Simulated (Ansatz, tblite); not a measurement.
# InH2Me (CH5In): removing an electron

Aim: the energy of removing an electron for InH2Me (CH5In), by energy differences, and how well orbital energies stand in for it.

Program: Ansatz 0.2.0, Gaussian basis. Level of theory: as each input shows. These are calculated values, not measurements.

Levels to be run: charge +1 doublet, at the geometry of the singlet (PBE0-D4/def2-TZVP, PBE-D4/def2-TZVP, r2SCAN-D4/def2-TZVP, CCSD(T)/def2-TZVPP); charge +1 doublet, relaxed (PBE0-D4/def2-TZVP, PBE-D4/def2-TZVP); the starting singlet's energies come from earlier runs.

2 further runs of the same task are left out: 2 set aside as unsound or not needed. Runs told in other sessions of the task aren't counted.

### Step 1. The geometry

The singlet was relaxed beforehand with PBE0-D4/def2-TZVP.

7 atoms, charge 0, spin multiplicity 1.

Atoms are counted from 1 here; the program's logs count them from 0.

Bond lengths: In1–H2 1.731 Å, In1–H3 1.731 Å, In1–C4 2.153 Å, C4–H5 1.093 Å, C4–H6 1.090 Å, C4–H7 1.091 Å. Angles: H2–In1–H3 119.3°, H2–In1–C4 120.2°, H3–In1–C4 120.5°, In1–C4–H5 109.0°, In1–C4–H6 111.4°, In1–C4–H7 111.0°, H5–C4–H6 108.1°, H5–C4–H7 107.8°, H6–C4–H7 109.5°.

In takes a core potential in the def2 sets. No spin-orbit coupling is included.

### Step 2. Charge +1 doublet at the fixed geometry, PBE0-D4/def2-TZVP

Contents of in.yaml:

```yaml
crystal:
  periodic: [false, false, false]
  atoms:
    - {symbol: In, position_ang: [0.567708, 0.993024, 0.002709]}
    - {symbol: H, position_ang: [2.298409, 1.002995, 0.026891]}
    - {symbol: H, position_ang: [-0.286236, 2.497332, -0.049981]}
    - {symbol: C, position_ang: [-0.505250, -0.873712, 0.016030]}
    - {symbol: H, position_ang: [-0.588431, -1.243877, -1.009529]}
    - {symbol: H, position_ang: [-1.512587, -0.749698, 0.413971]}
    - {symbol: H, position_ang: [0.026377, -1.626064, 0.599909]}
basis:
  gaussian: {orbitals: def2-TZVP}
total_charge: 1
magnetization: {spin_polarized: true, initial_magnetization: 1}
hamiltonian: {xc: pbe0, dispersion: d4}
output: {orbitals: {seedname: orbitals}}
```

The run is started by

```console
$ ansatz run in.yaml --threads 4 --pin off --events-out ev --progress --plain --max-ram 3916MiB
```

The program printed:

```text
Functional definition: PBE0
  name "PBE0"
  cite "Adamo & Barone, J. Chem. Phys. 110, 6158 (1999) doi:10.1063/1.478522"
  cite "Perdew, Burke & Ernzerhof, Phys. Rev. Lett. 77, 3865 (1996) doi:10.1103/PhysRevLett.77.3865"
  parent pbe
  parameter a = 0.25
  parameter kappa = 0.804
  parameter beta = 0.06672455060314922
  exchange = (1 - a)*pbe_x(kappa = kappa, mu = beta*pi^2/3) + a*exact_x
  correlation = pbe_c(beta = beta)
881 factors; their error is unknown
mean field evaluation 1: about -6264.4728 eV, gradient 5.8e1 eV
mean field evaluation 2: about -6195.6950 eV, gradient 9.9e1 eV
mean field evaluation 4: about -6280.2581 eV, gradient 4.4e0 eV
mean field evaluation 8: about -6280.3543 eV, gradient 1.3e-1 eV
mean field evaluation 16: about -6280.3947 eV, gradient 9.6e-2 eV
mean field evaluation 32: about -6280.7064 eV, gradient 7.1e-1 eV
mean field -6280.83496049 eV, -230.8164274953 hartree, gradient 1.4e-5 eV, S^2 0.757793; 2 other end points of the search recorded, 0 dependent functions left out
reference -6280.83499065 eV, -230.8164286037 hartree; 16, 15 occupied and 95, 96 virtual orbitals, 881 factors
Total energy: -6280.89048227 eV, -230.8184678829 hartree
```

It took 2.5 s on 4 threads of Arm Neoverse V2, shared host.

From the report: HOMO -13.60 eV, LUMO -11.76 eV (over both spins); ⟨S²⟩ 0.758 (pure: 0.75).

### Step 3. Charge +1 doublet at the fixed geometry, PBE-D4/def2-TZVP

start.molden holds the orbitals of an earlier run on this state, given as this run's starting guess.

in.yaml: that of step 2 with these lines changed.

```diff
@@ -11,6 +11,7 @@
 basis:
-  gaussian: {orbitals: def2-TZVP}
+  gaussian: {orbitals: def2-TZVP, initial_orbitals: start.molden}
 total_charge: 1
 magnetization: {spin_polarized: true, initial_magnetization: 1}
-hamiltonian: {xc: pbe0, dispersion: d4}
+hamiltonian: {xc: pbe, dispersion: d4}
+scf: {omitted_lower_state_checks: [starts]}
 output: {orbitals: {seedname: orbitals}}
```

Launched as before.

The program printed:

```text
Functional definition: PBE
  name "PBE"
  cite "Perdew, Burke & Ernzerhof, Phys. Rev. Lett. 77, 3865 (1996) doi:10.1103/PhysRevLett.77.3865"
  parent pbe
  parameter kappa = 0.804
  parameter beta = 0.06672455060314922
  exchange = pbe_x(kappa = kappa, mu = beta*pi^2/3)
  correlation = pbe_c(beta = beta)
these checks for a lower state are left out or cut short: starts
788 factors; their error is unknown
mean field evaluation 1: about -6280.5876 eV, gradient 4.1e0 eV
mean field evaluation 2: about -6280.6629 eV, gradient 1.0e-1 eV
mean field evaluation 4: about -6280.6443 eV, gradient 1.2e-3 eV
mean field evaluation 8: about -6280.6443 eV, gradient 3.1e-5 eV
mean field -6280.64426410 eV, -230.8094195322 hartree, gradient 3.2e-6 eV, S^2 0.753763; 0 other end points of the search recorded, 0 dependent functions left out
reference -6280.64430527 eV, -230.8094210450 hartree; 16, 15 occupied and 95, 96 virtual orbitals, 788 factors
Total energy: -6280.71060473 eV, -230.8118575054 hartree
Checks for a lower state left out: starts
```

Wall time 1.1 s (4 threads of Arm Neoverse V2, shared host).

From the report: HOMO -12.64 eV, LUMO -12.67 eV (over both spins; with the spin held, an empty level of the minority spin lies below the top filled one); ⟨S²⟩ 0.754 (pure: 0.75).

### Step 4. Charge +1 doublet at the fixed geometry, r2SCAN-D4/def2-TZVP

in.yaml: that of step 3 with these lines changed.

```diff
@@ -14,3 +14,3 @@
 magnetization: {spin_polarized: true, initial_magnetization: 1}
-hamiltonian: {xc: pbe, dispersion: d4}
+hamiltonian: {xc: r2scan, dispersion: d4}
 scf: {omitted_lower_state_checks: [starts]}
```

Same command.

The program printed:

```text
Functional definition: r2SCAN
  name "r2SCAN"
  cite "Furness, Kaplan, Ning, Perdew & Sun, J. Phys. Chem. Lett. 11, 8208 (2020) doi:10.1021/acs.jpclett.0c02405"
  cite "Furness, Kaplan, Ning, Perdew & Sun, J. Phys. Chem. Lett. 11, 9248 (2020) doi:10.1021/acs.jpclett.0c03077"
  parent r2scan
  parameter k0 = 0.174
  parameter k1 = 0.065
  parameter a1 = 4.9479
  exchange = r2scan_x(k0 = k0, k1 = k1, a1 = a1)
  correlation = r2scan_c
these checks for a lower state are left out or cut short: starts
788 factors; their error is unknown
mean field evaluation 1: about -6283.5573 eV, gradient 2.8e0 eV
mean field evaluation 2: about -6283.5813 eV, gradient 2.6e-2 eV
mean field evaluation 4: about -6283.5636 eV, gradient 1.7e-4 eV
mean field -6283.56363064 eV, -230.9167042736 hartree, gradient 1.3e-5 eV, S^2 0.758330; 0 other end points of the search recorded, 0 dependent functions left out
reference -6283.56364373 eV, -230.9167047546 hartree; 16, 15 occupied and 95, 96 virtual orbitals, 788 factors
Total energy: -6283.57835352 eV, -230.9172453294 hartree
Checks for a lower state left out: starts
```

Run time: 2.1 s. Hardware: 4 threads of Arm Neoverse V2, shared host.

Report: HOMO -12.83 eV, LUMO -12.38 eV (over both spins); ⟨S²⟩ 0.758 (pure: 0.75).

### Step 5. Charge +1 doublet at the fixed geometry, CCSD(T)/def2-TZVPP

in.yaml: that of step 4 with these lines changed.

```diff
@@ -11,7 +11,7 @@
 basis:
-  gaussian: {orbitals: def2-TZVP, initial_orbitals: start.molden}
+  gaussian: {orbitals: def2-TZVPP, initial_orbitals: start.molden}
 total_charge: 1
 magnetization: {spin_polarized: true, initial_magnetization: 1}
-hamiltonian: {xc: r2scan, dispersion: d4}
-scf: {omitted_lower_state_checks: [starts]}
+correlation: {method: ccsd_t}
+scf: {omitted_lower_state_checks: [starts, cluster_reference]}
 output: {orbitals: {seedname: orbitals}}
```

Same command.

The program printed (excerpt; [...] marks lines left out):

```text
Functional definition: HF
  name "HF"
  cite "Fock, Z. Phys. 61, 126 (1930) doi:10.1007/BF01340294"
  parent pbe
[...]
1046 factors; integrals over basis functions are off by at most 1.1e-3 eV
[...]
mean field -6248.97302821 eV, -229.6455230808 hartree, gradient 2.9e-6 eV, S^2 0.769079; 0 other end points of the search recorded, 0 dependent functions left out
5 core orbitals not correlated: weight in the atoms' cores, before any rotation towards them, 1.000 or more for the frozen orbitals, at most 0.000 for the correlated occupied ones
reference -6248.97302821 eV, -229.6455230808 hartree; 11, 10 occupied and 135, 136 virtual orbitals, 1046 factors
second order -11.98210391 eV of doubles, -0.00000000 eV of singles
cycle   1  -12.28406148 eV  change   -3.0e-1 eV  update   9.5e-2
[...]
cycle  12  -12.76325411 eV  change   -6.4e-7 eV  update   2.4e-5
perturbative correction -0.36863723 eV, -0.0135471683 hartree
Total energy: -6262.10491955 eV, -230.1281111864 hartree
Checks for a lower state left out: starts, cluster_reference
```

Wall time 36 s (4 threads of Arm Neoverse V2, shared host); peak memory 2.6 GiB.

Hartree-Fock HOMO -15.98 eV, LUMO -7.54 eV (over both spins); ⟨S²⟩ 0.769 (pure: 0.75); T1 0.023.

### Step 6. Vertical ionisation energy

Charged state less starting state, singlet to doublet; the starting state's energies are those of its earlier runs.

Differences are taken before rounding.

| method | vertical ionisation energy (eV) | from CCSD(T)/def2-TZVPP (eV) | time |
| --- | --- | --- | --- |
| HF/def2-TZVPP | 8.78 | -1.02 |  |
| PBE-D4/def2-TZVP | 9.57 | -0.23 | 1.6 s |
| r2SCAN-D4/def2-TZVP | 9.56 | -0.24 | 3.1 s |
| PBE0-D4/def2-TZVP | 9.69 | -0.12 | 3.4 s |
| MP2/def2-TZVPP | 9.97 | +0.16 |  |
| CCSD/def2-TZVPP | 9.75 | -0.05 |  |
| CCSD(T)/def2-TZVPP | 9.80 | 0 | 44 s |

Times add the two runs; a level without a time comes out of a correlated run.

Beside −ε(HOMO) of the starting state:

| level | −ε(HOMO) (eV) | by difference (eV) | mismatch (eV) |
| --- | --- | --- | --- |
| PBE-D4/def2-TZVP | 6.42 | 9.57 | -3.15 |
| r2SCAN-D4/def2-TZVP | 6.65 | 9.56 | -2.91 |
| PBE0-D4/def2-TZVP | 7.56 | 9.69 | -2.12 |

### Step 7. Relaxing the charge +1 doublet

in.yaml: that of step 5 with these lines changed.

```diff
@@ -11,7 +11,8 @@
 basis:
-  gaussian: {orbitals: def2-TZVPP, initial_orbitals: start.molden}
+  gaussian: {orbitals: def2-TZVP}
 total_charge: 1
 magnetization: {spin_polarized: true, initial_magnetization: 1}
-correlation: {method: ccsd_t}
-scf: {omitted_lower_state_checks: [starts, cluster_reference]}
+hamiltonian: {xc: pbe0, dispersion: d4}
+scf: {lower_state_search: "off"}
 output: {orbitals: {seedname: orbitals}}
+relax: {f_tol: 0.02, max_steps: 100}
```

The command is unchanged.

The program printed (excerpt; [...] marks lines left out):

```text
Functional definition: PBE0
  name "PBE0"
  cite "Adamo & Barone, J. Chem. Phys. 110, 6158 (1999) doi:10.1063/1.478522"
  cite "Perdew, Burke & Ernzerhof, Phys. Rev. Lett. 77, 3865 (1996) doi:10.1103/PhysRevLett.77.3865"
  parent pbe
[...]
881 factors; their error is unknown
[...]
mean field -6280.83496049 eV, -230.8164274953 hartree, gradient 1.4e-6 eV, S^2 0.757793; 0 other end points of the search recorded, 0 dependent functions left out
[...]
reference -6280.83499065 eV, -230.8164286037 hartree; 16, 15 occupied and 95, 96 virtual orbitals, 881 factors
relax step   1: F+E_penalty+E_count = -6280.89045211 eV  Δ(F+E_penalty+E_count) = +0.000e0 eV  max|allowed force component| = 3.195e0 eV/Å  Δτ_max = 0.0000 Å  (62 SCF iters, accepted)
[...]
Total energy: -6281.92186380 eV, -230.8563704549 hartree
Atom 0 at     0.734566     1.279473    -0.005492 Å, force    -0.001157    -0.002958    -0.000203 eV/Å
Atom 1 at     2.272984     0.620934     0.032930 Å, force    -0.004640     0.002951    -0.000300 eV/Å
Atom 2 at    -0.603721     2.283683    -0.051978 Å, force     0.004800    -0.002654    -0.000039 eV/Å
Atom 3 at    -0.550266    -0.954602     0.011897 Å, force    -0.000527     0.000006    -0.002087 eV/Å
Atom 4 at    -0.504427    -1.107574    -1.063775 Å, force     0.000820     0.002027     0.003286 eV/Å
Atom 5 at    -1.482824    -0.601568     0.439802 Å, force    -0.001146     0.000695    -0.000498 eV/Å
Atom 6 at     0.133679    -1.520347     0.636616 Å, force     0.001850    -0.000067    -0.000159 eV/Å
Dipole moment:    -0.152573    -0.265879     0.000962 e Å
Checks for a lower state left out: stability, starts, cluster_reference, orbital_swaps, neighbouring_geometries, increment
```

Run time: 6.5 s. Hardware: 4 threads of Arm Neoverse V2, shared host.

The steps of the relaxation: (the energy doesn't fall at every step)

| step | energy from step 1 (eV) | largest force component (eV/Å) |
| --- | --- | --- |
| 1 | 0.0000 | 3.1947 |
| 2 | -0.6995 | 1.5324 |
| 3 | -0.9814 | 0.4298 |
| 4 | -1.0001 | 0.6068 |
| 5 | -0.9805 | 0.9649 |
| 6 | -1.0312 | 0.0441 |
| 7 | -1.0314 | 0.0048 |

Close pairs (by a distance rule), those that changed most:

| bond | before (Å) | after (Å) | change (Å) |
| --- | --- | --- | --- |
| In1–C4 | 2.153 | 2.577 | +0.424 |
| In1–H2 | 1.731 | 1.674 | -0.057 |
| In1–H3 | 1.731 | 1.674 | -0.057 |
| C4–H5 | 1.093 | 1.087 | -0.006 |
| C4–H7 | 1.091 | 1.085 | -0.005 |
| C4–H6 | 1.090 | 1.085 | -0.005 |

### Step 8. Charge +1 doublet, PBE0-D4/def2-TZVP

Contents of in.yaml:

```yaml
crystal:
  periodic: [false, false, false]
  atoms:
    - {symbol: In, position_ang: [0.734566, 1.279473, -0.005492]}
    - {symbol: H, position_ang: [2.272984, 0.620934, 0.032930]}
    - {symbol: H, position_ang: [-0.603721, 2.283683, -0.051978]}
    - {symbol: C, position_ang: [-0.550266, -0.954602, 0.011897]}
    - {symbol: H, position_ang: [-0.504427, -1.107574, -1.063775]}
    - {symbol: H, position_ang: [-1.482824, -0.601568, 0.439802]}
    - {symbol: H, position_ang: [0.133679, -1.520347, 0.636616]}
basis:
  gaussian: {orbitals: def2-TZVP, initial_orbitals: start.molden}
total_charge: 1
magnetization: {spin_polarized: true, initial_magnetization: 1}
hamiltonian: {xc: pbe0, dispersion: d4}
scf: {omitted_lower_state_checks: [starts]}
output: {orbitals: {seedname: orbitals}}
```

The command is unchanged.

The program printed:

```text
Functional definition: PBE0
  name "PBE0"
  cite "Adamo & Barone, J. Chem. Phys. 110, 6158 (1999) doi:10.1063/1.478522"
  cite "Perdew, Burke & Ernzerhof, Phys. Rev. Lett. 77, 3865 (1996) doi:10.1103/PhysRevLett.77.3865"
  parent pbe
  parameter a = 0.25
  parameter kappa = 0.804
  parameter beta = 0.06672455060314922
  exchange = (1 - a)*pbe_x(kappa = kappa, mu = beta*pi^2/3) + a*exact_x
  correlation = pbe_c(beta = beta)
these checks for a lower state are left out or cut short: starts
881 factors; their error is unknown
mean field evaluation 1: about -6281.8266 eV, gradient 2.3e-1 eV
mean field evaluation 2: about -6281.8633 eV, gradient 3.5e-5 eV
mean field -6281.86334171 eV, -230.8542198079 hartree, gradient 3.5e-5 eV, S^2 0.754212; 0 other end points of the search recorded, 0 dependent functions left out
reference -6281.86337057 eV, -230.8542208686 hartree; 16, 15 occupied and 95, 96 virtual orbitals, 881 factors
Total energy: -6281.92186379 eV, -230.8563704548 hartree
Checks for a lower state left out: starts
```

Wall time 0.65 s (4 threads of Arm Neoverse V2, shared host).

Report: HOMO -13.45 eV, LUMO -9.31 eV (over both spins); ⟨S²⟩ 0.754 (pure: 0.75).

### Step 9. Charge +1 doublet, PBE-D4/def2-TZVP

in.yaml: that of step 8 with these lines changed.

```diff
@@ -14,3 +14,3 @@
 magnetization: {spin_polarized: true, initial_magnetization: 1}
-hamiltonian: {xc: pbe0, dispersion: d4}
+hamiltonian: {xc: pbe, dispersion: d4}
 scf: {omitted_lower_state_checks: [starts]}
```

Launched as before.

The program printed:

```text
Functional definition: PBE
  name "PBE"
  cite "Perdew, Burke & Ernzerhof, Phys. Rev. Lett. 77, 3865 (1996) doi:10.1103/PhysRevLett.77.3865"
  parent pbe
  parameter kappa = 0.804
  parameter beta = 0.06672455060314922
  exchange = pbe_x(kappa = kappa, mu = beta*pi^2/3)
  correlation = pbe_c(beta = beta)
these checks for a lower state are left out or cut short: starts
788 factors; their error is unknown
mean field evaluation 1: about -6281.5388 eV, gradient 4.0e0 eV
mean field evaluation 2: about -6281.6057 eV, gradient 8.7e-2 eV
mean field evaluation 4: about -6281.5847 eV, gradient 4.3e-4 eV
mean field -6281.58467573 eV, -230.8439790221 hartree, gradient 2.7e-5 eV, S^2 0.752920; 0 other end points of the search recorded, 0 dependent functions left out
reference -6281.58471557 eV, -230.8439804862 hartree; 16, 15 occupied and 95, 96 virtual orbitals, 788 factors
Total energy: -6281.65431954 eV, -230.8465383847 hartree
Checks for a lower state left out: starts
```

Wall time 0.9 s (4 threads of Arm Neoverse V2, shared host).

Report: HOMO -12.19 eV, LUMO -10.44 eV (over both spins); ⟨S²⟩ 0.753 (pure: 0.75).

### Step 10. Fields of the charge +1 doublet

Orbitals, density, ELF and potential are computed afterwards from the orbital file.

Frontier orbitals at PBE0-D4/def2-TZVP (alpha spin), with the share of their density that lies nearest to each atom:

| orbital | energy (eV) | lies on |
| --- | --- | --- |
| HOMO-1 | -14.91 | H2, H3 about 44 % each; In1 10 % |
| HOMO | -13.45 | C4 51 %; In1 13 %; 5 H atoms about 7 % each |
| LUMO | -7.20 | In1 60 %; H2, H3 about 15 % each |

ELF in a plane through or near 4 of the atoms.

Values, 10 rows by 14 columns:
```
0.00 0.00 0.00 0.00 0.00 0.00 0.00 0.00 0.00 0.00 0.00 0.00 0.00 0.00
0.00 0.00 0.00 0.04 0.11 0.04 0.00 0.00 0.00 0.00 0.00 0.00 0.00 0.00
0.00 0.00 0.61 0.99 1.00 1.00 0.36 0.00 0.01 0.05 0.01 0.00 0.00 0.00
0.00 0.07 0.91 0.99 1.00 0.99 0.37 0.03 0.67 0.93 0.66 0.06 0.00 0.00
0.00 0.05 0.35 0.27 0.32 0.33 0.17 0.36 0.81 0.92 0.62 0.12 0.00 0.00
0.00 0.04 0.22 0.28 0.72 0.79 0.18 0.56 0.45 0.43 0.46 0.12 0.00 0.00
0.00 0.06 0.65 0.85 0.83 0.69 0.27 0.11 0.68 0.87 0.55 0.07 0.00 0.00
0.00 0.02 0.91 1.00 1.00 1.00 0.53 0.01 0.05 0.29 0.08 0.00 0.00 0.00
0.00 0.00 0.08 0.73 0.95 0.84 0.08 0.00 0.00 0.00 0.00 0.00 0.00 0.00
0.00 0.00 0.00 0.00 0.00 0.00 0.00 0.00 0.00 0.00 0.00 0.00 0.00 0.00
```
The map spans 8.6 Å across and 8.5 Å up, centred on the molecule. Atoms in the plane (x, y in Å): In1 (-1.5, 0.0), H2 (-1.7, -1.7), H3 (-1.7, 1.7), C4 (1.1, 0.0).

On the surface of density 0.002 e/bohr³ the electrostatic potential runs, from the 1st to the 99th percentile, from 4.65 to 8.25 V.

The spin density lies nearest to C4 55 %; In1 11 %; H5, H6, H7 about 8 % each.

### Step 11. Adiabatic ionisation energy

Charged state less starting state, singlet to doublet; the starting state's energies are those of its earlier runs.

| level | adiabatic ionisation energy (eV) | time |
| --- | --- | --- |
| PBE-D4/def2-TZVP | +8.63 | 1.4 s |
| PBE0-D4/def2-TZVP | +8.65 | 1.6 s |

Times add the two runs; a level without a time comes out of a correlated run.

### Step 12. Outcome

| quantity | value |
| --- | --- |
| vertical ionisation energy, functionals in def2-TZVP | 9.56 (r2SCAN-D4) to 9.69 eV (PBE0-D4) |
| vertical ionisation energy, CCSD(T)/def2-TZVPP | 9.80 eV |
| adiabatic ionisation energy, functionals in def2-TZVP | 8.63 (PBE-D4) to 8.65 eV (PBE0-D4) |
| relaxation of the cation side, PBE-D4/def2-TZVP | 0.94 eV |

**Reading.** The vertical ionisation energy spans 9.56 to 9.69 eV over the functionals, beside 9.80 eV from CCSD(T)/def2-TZVPP. −ε(HOMO) misses the level's own difference by -2.12 eV at best (PBE0-D4) and -3.15 eV at worst (PBE-D4). CCSD(T)/def2-TZVPP isn't at the basis-set limit; small misses against it rank nothing. The adiabatic ionisation energy spans 8.63 to 8.65 eV over the functionals. Relaxing the oxidised state gains 0.94 eV at PBE-D4/def2-TZVP.
